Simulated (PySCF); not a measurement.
# CH2NSn (SMILES N#[C][SnH2]): levels of theory compared

Wanted: a comparison of 4 runs (UQTP17/LANL08, UQTP17/CRENBL, UMP2/DZVP, UCCSD(T)/ccECP-cc-pVDZ) of CH2NSn. 

The calculation is run with PySCF 2.14.0.

10 further runs of the same task are left out: 2 for a known fault of the program, 6 that didn't finish, 2 set aside as unsound or not needed.

**1. The structure to begin with**

CH2NSn has 5 atoms, charge 0, and is taken as a doublet. SMILES: `N#[C][SnH2]`. The coordinates come from a PBE0-D4/def2-TZVP relaxation.

Bond lengths: N1–C2 1.154 Å, C2–Sn3 2.115 Å, Sn3–H4 1.710 Å, Sn3–H5 1.710 Å. Angles: N1–C2–Sn3 175.8°, C2–Sn3–H4 105.7°, C2–Sn3–H5 105.7°, H4–Sn3–H5 113.6°.

**2. The energy at UQTP17/LANL08 (core potential) (run 1)**

File start.xyz:

```xyz
5
CH2NSn
N      0.833800    -1.535700     1.665600
C      0.506000    -0.851500     0.796000
Sn     0.009600     0.331100    -0.886300
H     -1.648500     0.038200    -1.184000
H      0.349000     1.944400    -0.432600
```

File calc.py:

```python
# N#[C][SnH2]
from pyscf import gto, dft

mol = gto.M(
    atom='start.xyz',
    verbose=4,
    basis={'default': 'lanl08', 'N': '6-311g**', 'C': '6-311g**', 'H': '6-311g**'},
    max_memory=1860,
    ecp={'Sn': 'lanl08'},
    spin=1,
)

mf = dft.UKS(mol)
mf.xc = 'qtp17'
mf = mf.newton()
mf.kernel()

etot = mf.e_tot
print('E(%s) = %.9f' % ('QTP17', etot))
dip = mf.dip_moment()
pop, q = mf.mulliken_pop()
```

Launch:

```console
$ OMP_NUM_THREADS=1 python calc.py
```

Log:

```text
PySCF version 2.14.0

[INPUT] num. atoms = 5
[INPUT] num. electrons = 19
[INPUT] charge = 0
[INPUT] spin (= nelec alpha-beta = 2S) = 1
[INPUT] symmetry False subgroup None
[INPUT] Mole.unit = angstrom
[INPUT] Symbol           X                Y                Z      unit          X                Y                Z       unit  Magmom
[INPUT]  1 N      0.833800000000  -1.535700000000   1.665600000000 AA    1.575653642662  -2.902052409495   3.147527833076 Bohr   0.0
[INPUT]  2 C      0.506000000000  -0.851500000000   0.796000000000 AA    0.956201419030  -1.609101795067   1.504221995154 Bohr   0.0
[INPUT]  3 Sn     0.009600000000   0.331100000000  -0.886300000000 AA    0.018141370796   0.625688319843  -1.674864264202 Bohr   0.0
[INPUT]  4 H     -1.648500000000   0.038200000000  -1.184000000000 AA   -3.115213516346   0.072187537958  -2.237435731485 Bohr   0.0
[INPUT]  5 H      0.349000000000   1.944400000000  -0.432600000000 AA    0.659514417473   3.674383476604  -0.817495521487 Bohr   0.0

[... 57 lines left out ...]
Initial guess E= -96.9232823073432  |g|= 0.223632
macro= 0  E= -96.9589003928986  delta_E= -0.0356181  |g|= 0.000576225  5 KF 18 JK
macro= 1  E= -96.9589007766531  delta_E= -3.83754e-07  |g|= 6.04562e-05  2 KF 9 JK
macro= 2  E= -96.9589007766531  delta_E= -5.68434e-14  |g|= 7.34796e-06  1 KF 2 JK
Canonicalize SCF orbitals
macro X = 3  E=-96.9589007766531  |g|= 7.34796e-06  total 9 KF 33 JK
converged SCF energy = -96.9589007766531  <S^2> = 0.75257027  2S+1 = 2.0025686
E(QTP17) = -96.958900777
Dipole moment(X, Y, Z, Debye): -0.76254,  2.32712, -3.88724
 ** Mulliken pop       alpha | beta **
pop of  0 N 1s        0.54455 | 0.54459
pop of  0 N 2s        0.45152 | 0.45152
pop of  0 N 3s        0.47414 | 0.47162
[... 57 lines of this table left out ...]
In total            10.00000 | 9.00000
 ** Mulliken atomic charges   ( Nelec_alpha | Nelec_beta ) **
charge of  0N =     -0.25504  (     3.66824      3.58681 )
charge of  1C =     -0.33744  (     3.13425      3.20320 )
charge of  2Sn =      0.91546  (     1.98716      1.09738 )
charge of  3H =     -0.16150  (     0.60519      0.55631 )
charge of  4H =     -0.16147  (     0.60517      0.55630 )
```

It took 8.7 s on 1 thread of AMD EPYC 7R43 (Zen 3), shared host; peak memory 0.37 GiB.

**3. The energy at UQTP17/CRENBL (core potential) (run 2)**

File mol.xyz:

```xyz
5
CH2NSn
N      0.833800    -1.535700     1.665600
C      0.506000    -0.851500     0.796000
Sn     0.009600     0.331100    -0.886300
H     -1.648500     0.038200    -1.184000
H      0.349000     1.944400    -0.432600
```

File input.py:

```python
from pyscf import gto, dft

system = gto.M(
    atom='mol.xyz',
    ecp={'N': 'crenbl', 'C': 'crenbl', 'Sn': 'crenbl'},
    basis='crenbl',
    spin=1,
    max_memory=1860,
    verbose=4,
)

mf = dft.UKS(system)
mf.xc = 'qtp17'
mf.init_guess = 'atom'
mf = mf.newton()
mf.kernel()

etot = mf.e_tot
print('Final energy', etot)
dip = mf.dip_moment()
pop, q = mf.mulliken_pop()
```

Launch:

```console
$ OMP_NUM_THREADS=1 python input.py
```

Log:

```text
PySCF version 2.14.0

[INPUT] num. atoms = 5
[INPUT] num. electrons = 25
[INPUT] charge = 0
[INPUT] spin (= nelec alpha-beta = 2S) = 1
[INPUT] symmetry False subgroup None
[INPUT] Mole.unit = angstrom
[INPUT] Symbol           X                Y                Z      unit          X                Y                Z       unit  Magmom
[INPUT]  1 N      0.833800000000  -1.535700000000   1.665600000000 AA    1.575653642662  -2.902052409495   3.147527833076 Bohr   0.0
[INPUT]  2 C      0.506000000000  -0.851500000000   0.796000000000 AA    0.956201419030  -1.609101795067   1.504221995154 Bohr   0.0
[INPUT]  3 Sn     0.009600000000   0.331100000000  -0.886300000000 AA    0.018141370796   0.625688319843  -1.674864264202 Bohr   0.0
[INPUT]  4 H     -1.648500000000   0.038200000000  -1.184000000000 AA   -3.115213516346   0.072187537958  -2.237435731485 Bohr   0.0
[INPUT]  5 H      0.349000000000   1.944400000000  -0.432600000000 AA    0.659514417473   3.674383476604  -0.817495521487 Bohr   0.0

[... 80 lines left out ...]
Atomic HF for atom  N  converged. SCF energy = -9.06686406640874
[... 27 lines left out ...]
Atomic HF for atom  C  converged. SCF energy = -4.95361362068139
[... 27 lines left out ...]
Atomic HF for atom  Sn  converged. SCF energy = -67.8051772101323
[... 2 lines left out ...]
Atomic HF for atom  H  converged. SCF energy = -0.499277282847112
[... 1 line left out ...]
tot grids = 69600
[... the frontier-level lines of each cycle are left out ...]

Initial guess E= -85.4196997855366  |g|= 0.443733
macro= 0  E= -85.5372969541919  delta_E= -0.117597  |g|= 0.0582593  3 KF 13 JK
macro= 1  E= -85.5428462992221  delta_E= -0.00554935  |g|= 0.00118491  4 KF 14 JK
macro= 2  E= -85.5428465088027  delta_E= -2.09581e-07  |g|= 9.25459e-05  2 KF 8 JK
macro= 3  E= -85.5428465088032  delta_E= -4.83169e-13  |g|= 6.97765e-06  1 KF 2 JK
Canonicalize SCF orbitals
macro X = 4  E=-85.5428465088032  |g|= 6.97765e-06  total 11 KF 42 JK
converged SCF energy = -85.5428465088032  <S^2> = 0.75350472  2S+1 = 2.0035017
Final energy -85.54284650880315
Dipole moment(X, Y, Z, Debye): -0.88699,  2.42013, -3.79205
 ** Mulliken pop       alpha | beta **
pop of  0 N 2s       -0.02900 | -0.02882
pop of  0 N 3s        0.46598 | 0.46266
pop of  0 N 4s        0.20970 | 0.20947
[... 69 lines of this table left out ...]
In total            13.00000 | 12.00000
 ** Mulliken atomic charges   ( Nelec_alpha | Nelec_beta ) **
charge of  0N =      0.03411  (     2.52930      2.43659 )
charge of  1C =     -0.34006  (     2.13433      2.20573 )
charge of  2Sn =      0.39047  (     7.22545      6.38408 )
charge of  3H =     -0.04227  (     0.55547      0.48680 )
charge of  4H =     -0.04225  (     0.55545      0.48680 )
```

Wall time 14 s (1 thread of AMD EPYC 7R43 (Zen 3), shared host); peak memory 0.4 GiB.

**4. The energy at UMP2/DZVP (run 3)**

File calc.py:

```python
from pyscf import gto, mp

mol = gto.M(
    atom='''
N    0.833800  -1.535700   1.665600
C    0.506000  -0.851500   0.796000
Sn   0.009600   0.331100  -0.886300
H   -1.648500   0.038200  -1.184000
H    0.349000   1.944400  -0.432600
''',
    spin=1,
    symmetry=True,
    verbose=4,
    basis='dzvp',
    max_memory=1860,
)

myscf = mol.UHF()
myscf.max_cycle = 100
myscf.kernel()

pt = mp.MP2(myscf).run()
e_tot = pt.e_tot
print('E(%s) = %.9f' % ('MP2', e_tot))
myscf.analyze()
```

Launch:

```console
$ OMP_NUM_THREADS=1 python calc.py
```

Log:

```text
PySCF version 2.14.0

[INPUT] num. atoms = 5
[INPUT] num. electrons = 65
[INPUT] charge = 0
[INPUT] spin (= nelec alpha-beta = 2S) = 1
[INPUT] symmetry True subgroup None
[INPUT] Mole.unit = angstrom
[INPUT] Symbol           X                Y                Z      unit          X                Y                Z       unit  Magmom
[INPUT]  1 N      0.833800000000  -1.535700000000   1.665600000000 AA    1.575653642662  -2.902052409495   3.147527833076 Bohr   0.0
[INPUT]  2 C      0.506000000000  -0.851500000000   0.796000000000 AA    0.956201419030  -1.609101795067   1.504221995154 Bohr   0.0
[INPUT]  3 Sn     0.009600000000   0.331100000000  -0.886300000000 AA    0.018141370796   0.625688319843  -1.674864264202 Bohr   0.0
[INPUT]  4 H     -1.648500000000   0.038200000000  -1.184000000000 AA   -3.115213516346   0.072187537958  -2.237435731485 Bohr   0.0
[INPUT]  5 H      0.349000000000   1.944400000000  -0.432600000000 AA    0.659514417473   3.674383476604  -0.817495521487 Bohr   0.0

[... 106 lines left out ...]
converged SCF energy = -6115.59546346368  <S^2> = 0.77048169  2S+1 = 2.0203779
[... 10 lines left out ...]
Nuclear Repulsion Energy =             186.006603434177379
[... 1 line left out ...]
Two-electron Energy =                 2492.821715833013968
[... 1 line left out ...]
DFT Exchange-Correlation Energy =     -170.923654966461982
[... 4 lines left out ...]
MO #2   energy= -157.029740960535  | -157.028648907879  occ= 1 | 1
[... 2 lines left out ...]
MO #68  energy= 2.88428348141589   | 2.88696403619686   occ= 0 | 0
[... 92 lines left out ...]
Dipole moment(X, Y, Z, Debye): -0.95891,  2.47642, -3.74476
```

It took 2.7 s on 1 thread of AMD EPYC 7R43 (Zen 3), shared host; peak memory 0.2 GiB.

**5. A single-point energy at UCCSD(T)/ccECP-cc-pVDZ (core potential) (run 4)**

File run.py:

```python
from pyscf import gto, cc

mol = gto.M(
    atom='''
N      0.833800    -1.535700     1.665600
C      0.506000    -0.851500     0.796000
Sn     0.009600     0.331100    -0.886300
H     -1.648500     0.038200    -1.184000
H      0.349000     1.944400    -0.432600
''',
    basis='ccecp-cc-pvdz',
    verbose=4,
    charge=0,
    ecp={'N': 'ccecp', 'C': 'ccecp', 'Sn': 'ccecp', 'H': 'ccecp'},
    max_memory=1860,
    spin=1,
)

mf = mol.UHF()
mf.max_cycle = 100
mf.kernel()
if not mf.converged:
    mf = mf.newton().run(mf.mo_coeff, mf.mo_occ)

mycc = cc.CCSD(mf)
mycc.kernel()
e_t = mycc.ccsd_t()
e_tot = mycc.e_tot + e_t
print(f'total energy: {e_tot:.8f} hartree')
mf.analyze()
```

Launch:

```console
$ OMP_NUM_THREADS=1 python run.py
```

Log:

```text
PySCF version 2.14.0

[INPUT] num. atoms = 5
[INPUT] num. electrons = 15
[INPUT] charge = 0
[INPUT] spin (= nelec alpha-beta = 2S) = 1
[INPUT] symmetry False subgroup None
[INPUT] Mole.unit = angstrom
[INPUT] Symbol           X                Y                Z      unit          X                Y                Z       unit  Magmom
[INPUT]  1 N      0.833800000000  -1.535700000000   1.665600000000 AA    1.575653642662  -2.902052409495   3.147527833076 Bohr   0.0
[INPUT]  2 C      0.506000000000  -0.851500000000   0.796000000000 AA    0.956201419030  -1.609101795067   1.504221995154 Bohr   0.0
[INPUT]  3 Sn     0.009600000000   0.331100000000  -0.886300000000 AA    0.018141370796   0.625688319843  -1.674864264202 Bohr   0.0
[INPUT]  4 H     -1.648500000000   0.038200000000  -1.184000000000 AA   -3.115213516346   0.072187537958  -2.237435731485 Bohr   0.0
[INPUT]  5 H      0.349000000000   1.944400000000  -0.432600000000 AA    0.659514417473   3.674383476604  -0.817495521487 Bohr   0.0

[... 112 lines left out ...]
Init t2, MP2 energy = -0.335145985902435
[... 19 lines left out ...]
total energy: -19.99066247 hartree
[... 2 lines left out ...]
Nuclear Repulsion Energy =              21.750279189198807
[... 1 line left out ...]
Two-electron Energy =                   32.031006870408937
[... 1 line left out ...]
DFT Exchange-Correlation Energy =       -5.312142908208358
[... 4 lines left out ...]
MO #2   energy= -0.750551273598774 | -0.723537046412785 occ= 1 | 1
[... 2 lines left out ...]
MO #49  energy= 7.50645798924059   | 7.5083572886545    occ= 0 | 0
[... 73 lines left out ...]
Dipole moment(X, Y, Z, Debye): -1.10632,  2.60274, -3.67328
```

It took 9.6 s on 1 thread of AMD EPYC 7R43 (Zen 3), shared host; peak memory 0.36 GiB.

**6. Overview of the runs**

```csv
run,level,light atom basis,core potential,energy (Eh),dipole moment (D) of the reference,HOMO energy (eV),LUMO energy (eV),wall time
1,UQTP17/LANL08 (core potential),6-311g**,lanl08,-96.958901,4.59,-8.38,-2.87,8.7 s
2,UQTP17/CRENBL (core potential),–,crenbl,-85.542847,4.59,-8.39,-2.89,14 s
3,UMP2/DZVP,–,–,-6115.944313,4.59,-9.65,-0.48,2.7 s
4,UCCSD(T)/ccECP-cc-pVDZ (core potential),–,ccecp,-19.990662,4.64,-9.60,-0.35,9.6 s
```

**7. What came out**

```
                                                         quantity         value
                                              run 4: total energy  -19.99066 Eh
                      run 4: dipole moment (Hartree–Fock density)        4.64 D
run 4: HOMO energy (Hartree–Fock orbitals) (highest over α and β)      -9.60 eV
 run 4: LUMO energy (Hartree–Fock orbitals) (lowest over α and β)      -0.35 eV
                                        run 4: correlation energy    -375.9 mEh
                                            run 4: (T) correction    -14.08 mEh
                         run 4: ⟨S²⟩ of the reference determinant         0.770
                                             run 4: T1 diagnostic         0.018
```

**Reading.** Some runs of one species differ in core potentials or relativity; totals across that change don't compare. In run 3 relativity is left out where basis or elements ask for it. All runs together took 35 s, the longest 14 s.
